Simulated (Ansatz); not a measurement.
# Ti2Ag: biaxial strain in the a-b plane

The task here is to estimate one member of a computed series from the others.

Computed with Ansatz 0.2.0 (DFT PBEsol, scalar-relativistic, plane waves, PAW, unless a step's input says otherwise).

2 further runs of the same task are left out: 2 set aside as unsound or not needed.

### The system as given

Symmetry: I4/mmm, No. 139, tetragonal system. The conventional cell has a = 2.897 Å, b = 2.897 Å, c = 11.866 Å, α = 90.00°, β = 90.00°, γ = 90.00°. Around Ti (site symmetry 4mm) lie 8 Ti at 2.77 to 2.90 Å and 4 Ag at 2.89 Å. Around Ag (site symmetry 4/mmm) lie 8 Ti at 2.89 Å and 4 Ag at 2.90 Å.

As a file:

```cif
data_structure
_symmetry_space_group_name_H-M 'P 1'
_symmetry_Int_Tables_number 1
_cell_length_a 2.8966
_cell_length_b 2.8966
_cell_length_c 11.8659
_cell_angle_alpha 90.000
_cell_angle_beta 90.000
_cell_angle_gamma 90.000
_cell_volume 99.56
loop_
_atom_site_label
_atom_site_type_symbol
_atom_site_fract_x
_atom_site_fract_y
_atom_site_fract_z
_atom_site_occupancy
Ti1 Ti 0.00000 0.00000 0.32843 1
Ti2 Ti 0.50000 0.50000 0.17157 1
Ti3 Ti 0.50000 0.50000 0.82843 1
Ti4 Ti 0.00000 0.00000 0.67157 1
Ag1 Ag 0.00000 0.00000 0.00000 1
Ag2 Ag 0.50000 0.50000 0.50000 1
```

It goes back to an entry of the Materials Project, which need not be the stable form.

Set-up of the first run:

The input, input.yaml:

```yaml
crystal:
  lattice:
    - [2.8966199307, 0.0, 0.0]
    - [0.0, 2.8966199307, 0.0]
    - [0.0, 0.0, 11.8659272855]
  atoms:
    - { symbol: Ti, position: [0.0, 0.0, 0.3284316209] }
    - { symbol: Ti, position: [0.5, 0.5, 0.1715683791] }
    - { symbol: Ti, position: [0.5, 0.5, 0.8284316209] }
    - { symbol: Ti, position: [0.0, 0.0, 0.6715683791] }
    - { symbol: Ag, position: [0.0, 0.0, 0.0] }
    - { symbol: Ag, position: [0.5, 0.5, 0.5] }
basis:
  ecutwfc: 420
kpoints:
  mp_grid: { grid: [12, 12, 4] }
hamiltonian:
  xc: pbesol
scf:
  occupations: { method: gaussian, width: 0.1 }
output:
  forces: true
  stress: true
  eigenvalues: true
```

Steps of the session up to this table: Reference cell for the strains; Strain -1.5 %; At +1.5 %; At -3.0 %; At +3.0 %.

One table of the session follows, with a row left open; its other results are not shown here.

Lengths are those of the vectors of the cell that was run; stresses in GPa:

```
strain (%)  ΔE (meV/atom)  a (Å)  b (Å)   c (Å)
      -3.0           10.0  2.810  2.810  12.381
      -1.5              ?      ?      ?       ?
      +0.0            0.0  2.897  2.897  11.866
      +1.5            2.0  2.940  2.940  11.607
      +3.0            6.6  2.984  2.984  11.339
```

Q: Estimate the row for strain (%) = -1.5 from the others.

Worked estimate for «ΔE (meV/atom)». A straight line through the neighbours (-3.0, 10.0) and (0.0, 0.0) gives 10.0 + (0.0 − 10.0) × (-1.5 + 3.0) / (0.0 + 3.0) = 5.0; a parabola fitted to 3 rows on both sides gives 2.7.

As computed: ΔE (meV/atom): 2.3; a (Å): 2.853; b (Å): 2.853; c (Å): 12.130. In «ΔE (meV/atom)» the line misses by +2.7 and the parabola by +0.4.

ΔE is over the unstrained cell. Stress in GPa, positive in compression, on the Cartesian axes of the input. 
